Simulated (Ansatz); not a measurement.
Working through a comparison of magnetic orders of CoTc, space group P-6m2

Program: Ansatz's Python interface.

Typed at the interpreter:
```pycon
>>> import warnings
>>> import ansatz as az
>>> import numpy as np
>>> SMEARING = "fermi_dirac"
>>> K_SPACING = 0.24
>>> XC = "r2scan"
>>> def count_gap(report):
...     # lowest empty less highest filled band, counting bands; zero where they overlap
...     return max(report.get("gap_by_band_count_ev") or 0.0, 0.0)
...
>>> CELL = [
...     (5.316588, 0.0, 0.0),
...     (-1.329147, 2.30215, 0.0),
...     (0.0, 0.0, 4.132649),
... ]
>>> ATOMS = [
...     ("Co", (0.0, 0.0, 0.0)),
...     ("Tc", (1 / 6, 2 / 3, 0.5)),
...     ("Co", (0.5, 0.0, 0.0)),
...     ("Tc", (2 / 3, 2 / 3, 0.5)),
... ]
>>> def ordered(moments):
...     crystal = az.Crystal(lattice=az.Lattice.of(CELL))
...     for (symbol, position), moment in zip(ATOMS, moments):
...         crystal = crystal.atom(symbol, position, moment=moment or None)
...     return crystal
...
>>> warnings.simplefilter("ignore", az.DeckWarning)
>>> # starting moments in muB, one an atom
>>> orders = {
...     "FM": [2.5, 0, 2.5, 0],
...     "AFM": [2.5, 0, -2.5, 0],
... }
>>> rows = []
>>> for label, moments in orders.items():
...     setup = (
...         ordered(moments).calculation()
...         .occupations(SMEARING)
...         .kpoints(spacing=K_SPACING)
...         .functional(XC)
...         .basis(39 * az.Ry)
...         .spin("collinear")
...         .band_table()
...     )
...     data = setup.run(threads=1).report
...     rows.append((label, data["free_energy_ev"], data["magnetization_mub"], data["absolute_magnetization_mub"], max(abs(m) for m in data["site_moments_mub"]), count_gap(data)))
...     print(label, "site moments:", [round(m, 2) for m in data["site_moments_mub"]])
...
FM site moments: [1.4, -0.12, 1.4, -0.12]
AFM site moments: [1.56, -0.1, -1.56, 0.1]
>>> # the same cell with no spin polarisation
>>> plain = ordered([0] * len(ATOMS)).calculation()
>>> plain = plain.occupations(SMEARING).kpoints(spacing=K_SPACING)
>>> plain = plain.functional(XC).basis(39 * az.Ry)
>>> plain = plain.band_table()
>>> data = plain.run(threads=1).report
>>> rows.append(("NM", data["free_energy_ev"], 0.0, 0.0, 0.0, count_gap(data)))
>>> lowest = min(row[1] for row in rows)
>>> rows = [(row[0], 1000 * (row[1] - lowest) / 2, *row[2:]) for row in sorted(rows, key=lambda row: row[1])]
>>> print("         order  meV/magnetic atom         net muB    absolute muB  largest site muB  gap by band count eV")
         order  meV/magnetic atom         net muB    absolute muB  largest site muB  gap by band count eV
>>> for row in rows:
...     print(f"{str(row[0]):>14s}  {row[1]:17.2f}  {row[2]:14.3f}  {row[3]:14.3f}  {row[4]:16.3f}  {row[5]:20.3f}")
...
            FM               0.00           2.299           3.362             1.395                 0.000
           AFM               4.00           0.000           3.662             1.555                 0.000
            NM             104.45           0.000           0.000             0.000                 0.000
>>> print("lowest of these starts:", rows[0][0])
lowest of these starts: FM
```

In order of energy: ferromagnetic (+0.0 meV an atom, largest site moment 1.40 μB), antiferro- or ferrimagnetic (+2.0 meV an atom, largest site moment 1.56 μB) and non-magnetic (+52.2 meV an atom, largest site moment 0.00 μB). These are the states reached from the starts typed.

Reading the output:
- Other magnetic orders than the one started from may lie lower.
- For a metal this k-point mesh is coarse: on a finer one energies can move by several to tens of meV an atom and pressures by half a GPa or more, differences at one mesh by less.
- A gap by band count of zero or less means overlapping bands, a metal.
- r2SCAN tends to overestimate the moments of itinerant magnets.
- The structure comes from a database of computed cells and needn't be a stable or known phase.
- Gaps and levels are Kohn-Sham values on a finite set of k-points, without spin-orbit coupling.
- Each row is the state reached from that start at the given structure, not necessarily the lowest of its order; other orders weren't tried.
- Timing: 8.4 min on 1 thread of Arm Neoverse V1 (shared host), peak memory 0.79 GiB.
